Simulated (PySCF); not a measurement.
# CrH2: relaxation and vibrations of the singlet

Where does singlet CrH2 go from a bent start, is the end point a minimum, and what are its modes, charges and moments?

Computed with PySCF 2.14.0. Level: PBE, basis Cr def2-TZVP, H def2-TZVP, no relativity, density fitting.

## Step 1: Where the work starts

3 atoms, charge 0, spin multiplicity 1.

Bond lengths: Cr1–H2 1.540 Å, Cr1–H3 1.540 Å. Angles: H2–Cr1–H3 110.0°.

Coordinates in bohr (charge 0 multiplicity 1):
```
Cr    0.0000    0.0000    0.0000
H     2.3839    0.0000    1.6692
H    -2.3839    0.0000    1.6692
```

## Step 2: The SCF at the typed geometry

One driver script runs all steps and calls PySCF; scf.py shows how it sets up the SCF of each step. The optimiser is the driver's own. After this first run the driver tries any further starts and a stability analysis.

scf.py

```python
from pyscf import gto, scf, dft
mol = gto.M(atom='''
Cr     0.000000     0.000000     0.000000
H      1.261500     0.000000     0.883300
H     -1.261500     0.000000     0.883300''',
    basis={'Cr': 'def2-TZVP', 'H': 'def2-TZVP'},
    charge=0, spin=0)
mf = dft.RKS(mol, xc='PBE')
mf.grids.atom_grid = (50, 194)
aux = {'Cr': 'def2-universal-JKFIT', 'H': 'def2-universal-JKFIT'}
mf = mf.density_fit(auxbasis=aux)
mf.conv_tol = 1e-08
mf.diis_space = 10
mf.max_cycle = 60
mf.init_guess = 'minao'
mf.verbose = 4
mf.kernel()
```

The run is started by

```console
$ OMP_NUM_THREADS=2 python axn.py task.json out
```

The log of the run, cut to the lines that bear on the results:

```text
[... the frontier levels of the middle cycles are left out ...]
init E= -1045.00517909003
  HOMO = -0.351709541955679  LUMO = -0.347643373405668  gap/eV = 0.11065
cycle= 1 E= -1044.33083318825  delta_E= 0.674  |g|= 2.44  |ddm|= 2.24
  HOMO = 0.0977970356966407  LUMO = 0.104738353415955  gap/eV = 0.18888
cycle= 2 E= -1038.22208574217  delta_E= 6.11  |g|= 4.94  |ddm|= 9.95
  HOMO = -0.307378646208032  LUMO = -0.29661483524786  gap/eV = 0.29290
cycle= 3 E= -1044.95304786733  delta_E= -6.73  |g|= 1.03  |ddm|=  9.9
cycle= 4 E= -1045.07184614763  delta_E= -0.119  |g|= 0.733  |ddm|= 2.55
cycle= 5 E= -1045.13788740727  delta_E= -0.066  |g|= 0.365  |ddm|= 2.29
cycle= 6 E= -1045.11002942755  delta_E= 0.0279  |g|= 0.51  |ddm|= 2.44
cycle= 7 E= -1045.12343920444  delta_E= -0.0134  |g|= 0.429  |ddm|= 0.274
cycle= 8 E= -1045.1127382049  delta_E= 0.0107  |g|= 0.495  |ddm|= 2.42
cycle= 9 E= -1045.11207837479  delta_E= 0.00066  |g|= 0.49  |ddm|= 0.178
cycle= 10 E= -1045.1793117288  delta_E= -0.0672  |g|= 0.273  |ddm|= 1.24
cycle= 11 E= -1045.1015038357  delta_E= 0.0778  |g|= 0.549  |ddm|= 1.13
cycle= 12 E= -1045.08385165025  delta_E= 0.0177  |g|= 0.641  |ddm|= 0.0939
cycle= 13 E= -1045.19947904997  delta_E= -0.116  |g|= 0.365  |ddm|= 1.71
cycle= 14 E= -1045.09995840115  delta_E= 0.0995  |g|= 0.558  |ddm|= 1.71
[... 46 cycles left out ...]
SCF not converged.
init E= -1045.00517909003
[... 20 cycles left out ...]
SCF not converged.
init E= -1045.23563243297
[... 16 cycles left out ...]
cycle= 17 E= -1045.23654123664  delta_E= 1.64e-09  |g|= 0.000741  |ddm|= 0.000362
cycle= 18 E= -1045.23654129662  delta_E= -6e-08  |g|= 0.000683  |ddm|= 0.000531
cycle= 19 E= -1045.23654133116  delta_E= -3.45e-08  |g|= 0.000679  |ddm|= 0.000452
cycle= 20 E= -1045.23654136065  delta_E= -2.95e-08  |g|= 0.000654  |ddm|= 0.000244
cycle= 21 E= -1045.23654143174  delta_E= -7.11e-08  |g|= 0.000555  |ddm|= 0.000419
cycle= 22 E= -1045.23654146601  delta_E= -3.43e-08  |g|= 0.000535  |ddm|= 0.000222
cycle= 23 E= -1045.23654150283  delta_E= -3.68e-08  |g|= 0.000491  |ddm|= 0.000208
cycle= 24 E= -1045.23654149705  delta_E= 5.78e-09  |g|= 0.000557  |ddm|= 0.000236
cycle= 25 E= -1045.23654150561  delta_E= -8.56e-09  |g|= 0.000544  |ddm|= 0.000178
cycle= 26 E= -1045.23654151154  delta_E= -5.93e-09  |g|= 0.000541  |ddm|= 0.000141
cycle= 27 E= -1045.23654148528  delta_E= 2.63e-08  |g|= 0.000615  |ddm|= 0.000171
cycle= 28 E= -1045.23654148907  delta_E= -3.79e-09  |g|= 0.000597  |ddm|= 0.000235
cycle= 29 E= -1045.23654157067  delta_E= -8.16e-08  |g|= 0.000387  |ddm|= 0.000385
cycle= 30 E= -1045.23654162799  delta_E= -5.73e-08  |g|= 0.000286  |ddm|= 0.000424
SCF not converged.
macro= 0  E= -1045.23654174675  delta_E= -1.18762e-07  |g|= 0.000285574  1 KF 6 JK
macro= 1  E= -1045.23654174675  delta_E= 2.27374e-13  |g|= 2.80975e-05  1 KF 2 JK
macro X = 2  E=-1045.23654174675  |g|= 2.80975e-05  total 3 KF 11 JK
converged SCF energy = -1045.23654174675
```

This step, with its further starts and checks, ran for 20 s (2 threads of Arm Neoverse V2, shared host).

The starts that the driver tried:

| start | energy (Eh) |
| --- | --- |
| the minimal-basis guess | -1045.236542 |
| a thermally smeared density | -1045.236542 |
| a smeared PBE density | -1045.236542 |

Where DIIS stalls, the driver goes on with a level shift of 0.3 Eh and then with a second-order solver.

The test of internal stability and the other starts found no lower closed-shell solution.

## Step 3: Relaxing the singlet from the bent start

The program finds C2v symmetry in the start, which this walk keeps. Threshold on the gradient: 0.0003 Eh/bohr, with a further test on the energy change.

Edit scf.py of step 2 so:

```diff
@@ -3,3 +3,3 @@
-Cr     0.000000     0.000000     0.000000
-H      1.261500     0.000000     0.883300
-H     -1.261500     0.000000     0.883300''',
+Cr     0.000000     0.000000    -0.032998
+H      1.261500     0.000000     0.850302
+H     -1.261500     0.000000     0.850302''',
@@ -15 +14,0 @@
-mf.init_guess = 'minao'
```

Steps of the walk:

| step | energy (Eh) | change (kJ/mol) | largest symmetric gradient (Eh/bohr) |
| --- | --- | --- | --- |
| 0 | -1045.236542 | 0.00 | 0.02605 |
| 1 | -1045.238434 | -4.97 | 0.01338 |
| 2 | -1045.239152 | -6.85 | 0.00055 |
| 3 | -1045.239154 | -6.86 | 0.00011 |

The walk took 5.2 s.

After 3 steps and 6.9 kJ/mol it ends at C2v: Cr–H 1.600 Å (×2); H–Cr–H 102.4°.

## Step 4: Is it a minimum? Harmonic modes

On the finer grid the gradient is checked again; gradients at displacements of ±0.02 bohr then give force constants and infrared intensities.

Edit scf.py of step 3 so:

```diff
@@ -3,3 +3,3 @@
-Cr     0.000000     0.000000    -0.032998
-H      1.261500     0.000000     0.850302
-H     -1.261500     0.000000     0.850302''',
+Cr     0.000000     0.000000    -0.039080
+H      1.244786     0.000000     0.966120
+H     -1.244786     0.000000     0.966120''',
@@ -9 +9 @@
-mf.grids.atom_grid = (50, 194)
+mf.grids.atom_grid = (75, 302)
@@ -12 +12 @@
-mf.conv_tol = 1e-08
+mf.conv_tol = 1e-10
```

This SCF starts from the last density.

Log of the central SCF (cycles and frontier levels):

```text
init E= -1045.23920113166
  HOMO = -0.154460758392463  LUMO = -0.151337978558549  gap/eV = 0.08498
cycle= 1 E= -1045.23920112148  delta_E= 1.02e-08  |g|= 0.000135  |ddm|= 0.00052
  HOMO = -0.154488018715138  LUMO = -0.151358751536528  gap/eV = 0.08515
cycle= 2 E= -1045.23919935242  delta_E= 1.77e-06  |g|= 0.00189  |ddm|= 0.00662
  HOMO = -0.154457543310501  LUMO = -0.151333683538009  gap/eV = 0.08500
cycle= 3 E= -1045.23920112464  delta_E= -1.77e-06  |g|= 9.83e-05  |ddm|= 0.00574
  HOMO = -0.154461069003019  LUMO = -0.151337796698107  gap/eV = 0.08499
cycle= 4 E= -1045.23920113008  delta_E= -5.43e-09  |g|= 4.8e-05  |ddm|= 0.000486
  HOMO = -0.1544613406698  LUMO = -0.151338087693914  gap/eV = 0.08499
cycle= 5 E= -1045.23920113173  delta_E= -1.65e-09  |g|= 6.92e-07  |ddm|= 0.000212
  HOMO = -0.154461365437541  LUMO = -0.151338080366438  gap/eV = 0.08499
cycle= 6 E= -1045.23920113173  delta_E= -2.05e-12  |g|= 1.94e-07  |ddm|= 2.01e-06
  HOMO = -0.154461369889823  LUMO = -0.151338070351853  gap/eV = 0.08499
Extra cycle  E= -1045.23920113172  delta_E= 3.18e-12  |g|= 2.65e-06  |ddm|= 9.84e-06
converged SCF energy = -1045.23920113172
```

The whole step took 15 s.

Geometry: C2v; Cr–H 1.600 Å (×2); H–Cr–H 102.2°.

Wavenumbers (cm⁻¹): 651, 1767, 1802. These are not to be trusted: the point is only loosely found or the SCF state changes between the displacements.

## Step 5: The broken-symmetry singlet

A stability analysis found the closed shell of the lowest minimum unstable towards spin polarisation, so the unrestricted solution is followed.

The program finds C2v symmetry in the start, which may break. The walk stops when the largest gradient is under 0.0003 Eh/bohr and the energy has settled too.

Edit scf.py of step 4 so:

```diff
@@ -3,3 +3,3 @@
-Cr     0.000000     0.000000    -0.039080
-H      1.244786     0.000000     0.966120
-H     -1.244786     0.000000     0.966120''',
+Cr     0.000000     0.000000    -0.037551
+H      1.244786     0.000000     0.967648
+H     -1.244786     0.000000     0.967648''',
@@ -8,2 +8,2 @@
-mf = dft.RKS(mol, xc='PBE')
-mf.grids.atom_grid = (75, 302)
+mf = dft.UKS(mol, xc='PBE')
+mf.grids.atom_grid = (50, 194)
@@ -12 +12 @@
-mf.conv_tol = 1e-10
+mf.conv_tol = 1e-08
```

Energy and gradient, step by step:

| step | energy (Eh) | change (kJ/mol) | largest gradient (Eh/bohr) |
| --- | --- | --- | --- |
| 0 | -1045.297149 | 0.00 | 0.00354 |
| 1 | -1045.297496 | -0.91 | 0.00227 |
| 2 | -1045.297731 | -1.53 | 0.00048 |
| 3 | -1045.297735 | -1.54 | 0.00019 |
| 4 | -1045.297735 | -1.54 | 0.00011 |

The walk took 3.8 s.

It settles in C2v symmetry, 1.5 kJ/mol below the start, after 4 steps: Cr–H 1.614 Å (×2); H–Cr–H 109.3°.

## Step 6: Vibrations and properties at this point

As before: finer grid, then central differences.

Edit scf.py of step 5 so:

```diff
@@ -3,3 +3,3 @@
-Cr     0.000000     0.000000    -0.037551
-H      1.244786     0.000000     0.967648
-H     -1.244786     0.000000     0.967648''',
+Cr     0.000000    -0.000000    -0.034874
+H      1.316280    -0.000000     0.898241
+H     -1.316280     0.000000     0.898241''',
@@ -9 +9 @@
-mf.grids.atom_grid = (50, 194)
+mf.grids.atom_grid = (75, 302)
@@ -12 +12 @@
-mf.conv_tol = 1e-08
+mf.conv_tol = 1e-10
```

SCF at the final geometry:

```text
init E= -1045.29777442105
[... the frontier-level lines of each cycle are left out ...]
cycle= 1 E= -1045.2977744141  delta_E= 6.95e-09  |g|= 0.000143  |ddm|= 9.63e-05
cycle= 2 E= -1045.2977742624  delta_E= 1.52e-07  |g|= 0.000668  |ddm|= 0.000448
cycle= 3 E= -1045.2977744214  delta_E= -1.59e-07  |g|= 1.31e-06  |ddm|= 0.000369
cycle= 4 E= -1045.2977744214  delta_E= -3.18e-12  |g|= 6.38e-07  |ddm|= 2.92e-06
Extra cycle  E= -1045.29777442141  delta_E= -6.82e-12  |g|= 6.5e-07  |ddm|= 5.29e-06
converged SCF energy = -1045.29777442141  <S^2> = 1.9910458  2S+1 = 2.9940246
```

The whole step ran for 16 s (2 threads of Arm Neoverse V2, shared host).

Geometry: C2v; Cr–H 1.613 Å (×2); H–Cr–H 109.3°.

Harmonic modes (main isotopes):

```
symmetry  ω (cm⁻¹)  IR (km/mol)  μ (u)
      a1       641         90.8   1.03
      b2      1742          281   1.03
      a1      1764         87.2   1.02
```

No imaginary mode, so this is a minimum.

Constants and moments:

- Dipole moment: 2.84 D
- Highest occupied level: -4.47 eV
- Lowest empty level: -3.16 eV
- Rotational constants: 9.978, 4.827, 3.253 cm⁻¹
- Zero-point energy: 24.8 kJ/mol
- Principal polarisabilities: 34.3, 42.5, 44.6 bohr³
- Atomisation energy without zero-point energy: 263 kJ/mol
- Principal traceless quadrupole moments about the centre of mass: -2.47, 0.45, 2.02 D Å
- Entropy at 298.15 K and 1 bar: 217.2 J/(mol K)
- Heat capacity Cp at 298.15 K: 37.5 J/(mol K)
- Enthalpy at 298.15 K above 0 K: 10.29 kJ/mol
- Rotational symmetry number: 2
- Spin squared ⟨S²⟩: 1.991

Populations by atom (charges in e):

```
atom  Mulliken  Löwdin  polar tensor  spin (Mulliken)  Mayer order to Cr1
 Cr1      0.24    0.21          0.69            -0.01                   –
H2,3     -0.12   -0.10         -0.34             0.00                0.99
```

Outer orbital energies (eV). α occupied: -73.62, -46.32, -46.31, -45.88, -7.37, -6.68, -4.68, -4.62; empty: -3.16, -2.82, -2.75, -1.57. β occupied: -73.44, -46.06, -45.99, -45.95, -7.35, -6.63, -4.61, -4.47; empty: -2.89, -2.77, -2.69, -1.77.

Mulliken populations on Cr1: s 6.86, p 12.17, d 4.74, f 0.00.

## Step 7: Summary of results

| quantity | value |
| --- | --- |
| minimum | broken-symmetry (Ms = 0), C2v |
| geometry | Cr–H 1.613 Å (×2); H–Cr–H 109.3° |
| wavenumbers (cm⁻¹) | 641 (a1), 1742 (b2), 1764 (a1) |
| dipole moment | 2.84 D |
| highest occupied, lowest empty level (either spin) | -4.47, -3.16 eV |
| polar-tensor charge of Cr1 | +0.69 e |
| zero-point energy | 24.8 kJ/mol |
| entropy at 298.15 K | 217.2 J/(mol K) |
| atomisation energy (no zero-point energy) | 263 kJ/mol |
| ⟨S²⟩ | 1.991 |

The bent start keeps its C2v symmetry and ends in a minimum. The determinant is spin-contaminated (⟨S²⟩ = 1.99 against 0.00), so it is no pure spin state. In the infrared the band at 1742 cm⁻¹ (b2, stretch) leads. Other starts or spin states, not run here, may lie lower.

The search up to here took 70 s.
